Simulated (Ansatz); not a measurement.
# CuF: how the settings move a single-point run

Question: which choices in the input matter for CuF? The cell is built on a prototype (h-MgO type) and needn't be the phase found in nature.

Computed with Ansatz 0.2.0 (reference: DFT, PBE, plane waves, PAW, unless a step's input says otherwise).

4 further runs of the same task are left out: 1 for a known fault of the program, 3 that didn't finish.

### 1 The structure to begin with

It takes space group P6_3/mmc (No. 194, hexagonal). Conventional cell: a = 3.509 Å, b = 3.509 Å, c = 5.083 Å, α = 90.00°, β = 90.00°, γ = 120.00°. Around Cu (site symmetry -6m2) lie 3 F at 2.03 Å. Around F (site symmetry -6m2) lie 3 Cu at 2.03 Å.

Coordinates:

```xyz
4
Lattice="3.5087 0.0000 0.0000 -1.7543 3.0386 0.0000 0.0000 0.0000 5.0825" Properties=species:S:1:pos:R:3 pbc="T T T"
Cu    0.0000    2.0257    1.2706
Cu    1.7543    1.0129    3.8119
F     1.7543    1.0129    1.2706
F     0.0000    2.0257    3.8119
```

### 2 The reference run

Input file input.yaml:

```yaml
crystal:
  lattice:
    - [3.5086571495, 0.0, 0.0]
    - [-1.7543285748, 3.0385862246, 0.0]
    - [0.0, 0.0, 5.082519893]
  atoms:
    - { symbol: Cu, position: [0.3333333333, 0.6666666667, 0.25] }
    - { symbol: Cu, position: [0.6666666667, 0.3333333333, 0.75] }
    - { symbol: F, position: [0.6666666667, 0.3333333333, 0.25] }
    - { symbol: F, position: [0.3333333333, 0.6666666667, 0.75] }
kpoints:
  mp_grid: { grid: [6, 6, 4] }
hamiltonian:
  xc: pbe
scf:
  occupations: { method: fermi_dirac, width: 0.02 }
  n_extra_bands: 5
output:
  forces: true
  stress: true
  eigenvalues: true
```

Started as:

```
$ ansatz run input.yaml --threads 4 --pin off --max-ram 3686MiB --backend cpu --events-out ev --progress --plain --runs-dir out
```

### 3 Variant: ecutwfc 500

Edit input.yaml of step 2 so:

```diff
@@ -21 +21,3 @@
   eigenvalues: true
+basis:
+  ecutwfc: 500
```

### 4 Changing settings: accuracy high

Edit input.yaml of step 2 so:

```diff
@@ -21 +21,2 @@
   eigenvalues: true
+accuracy: high
```

### 5 Variant: mp_grid.shift [0.5, 0.5, 0.5]

Edit input.yaml of step 2 so:

```diff
@@ -11,3 +11,3 @@
 kpoints:
-  mp_grid: { grid: [6, 6, 4] }
+  mp_grid: { grid: [6, 6, 4], shift: [0.5, 0.5, 0.5] }
 hamiltonian:
```

### 6 Changing settings: ecutrho_ratio 8

Edit input.yaml of step 2 so:

```diff
@@ -17,2 +17,3 @@
   n_extra_bands: 5
+  max_iter: 94
 output:
@@ -21 +22,3 @@
   eigenvalues: true
+basis:
+  ecutrho_ratio: 8
```

### 7 Variant: xc_grid 3

Edit input.yaml of step 2 so:

```diff
@@ -21 +21,3 @@
   eigenvalues: true
+basis:
+  xc_grid: 3
```

### 8 Changing settings: ecutwfc 200

Edit input.yaml of step 2 so:

```diff
@@ -21 +21,3 @@
   eigenvalues: true
+basis:
+  ecutwfc: 200
```

Before running it: what results should come out? Wanted: for each run, ending; energy change; pressure; gap; force.

**Answer**, as computed:

```
                             run     ending   energy change  pressure (GPa)  gap (eV)  force (eV/Å)  cycles   time
                       reference  converged               0             4.4      0.00          0.00       8  1.2 s
                  1: ecutwfc 500  converged   -4.5 meV/atom             4.4      0.00          0.00       8  1.6 s
                2: accuracy high  converged    0.0 meV/atom             4.4      0.00          0.00      10  1.6 s
3: mp_grid.shift [0.5, 0.5, 0.5]  converged   +0.3 meV/atom             4.4      0.01          0.00       8  1.4 s
              4: ecutrho_ratio 8  converged    0.0 meV/atom             4.4      0.00          0.00       8  1.5 s
                    5: xc_grid 3  converged    0.0 meV/atom             4.4      0.00          0.00       7  1.3 s
                  6: ecutwfc 200  converged  +12.42 eV/atom             6.8      0.00          0.00      12  0.9 s
```

Residual by cycle in the longest SCF loop of each run; runs are numbered as in the table. The quantity is the density residual dr2, in eV.

```
cycle  reference    run 1    run 2    run 3    run 4    run 5    run 6
    1    0.00803  0.00725  0.00806  0.00635  0.00807  0.00807       12
    2    0.00828   0.0141  0.00868  0.00835  0.00859   0.0083       32
    3    0.00312  0.00112  0.00318   0.0029  0.00318  0.00315     2.73
    4     5.3e-4   1.4e-5   5.2e-4   3.9e-4   5.3e-4   5.4e-4     15.9
    5     4.0e-5   2.2e-5   3.8e-5   2.8e-5   3.9e-5   4.1e-5   0.0243
    6     1.9e-6   3.8e-6   1.7e-6   2.5e-6   1.4e-6   1.4e-6    0.141
    7     2.4e-7   1.4e-7   1.8e-7   2.9e-7   1.2e-7   9.8e-8  0.00872
    8     1.3e-8  9.2e-10   7.1e-9   1.5e-8   5.7e-9        -  0.00183
    9          -        -  4.9e-10        -        -        -   6.1e-5
   10          -        -  8.3e-12        -        -        -   1.9e-6
   11          -        -        -        -        -        -   1.9e-7
   12          -        -        -        -        -        -   2.1e-8
```

**Reading.** Of the converged runs whose energies compare with the reference's, «ecutwfc 200» moves the energy most (+12.42 eV/atom). Run 6 ran under the cutoff that the potentials recommend, as the log warns, so basis error is mixed into its values, and swamps them where the cutoff is far short.
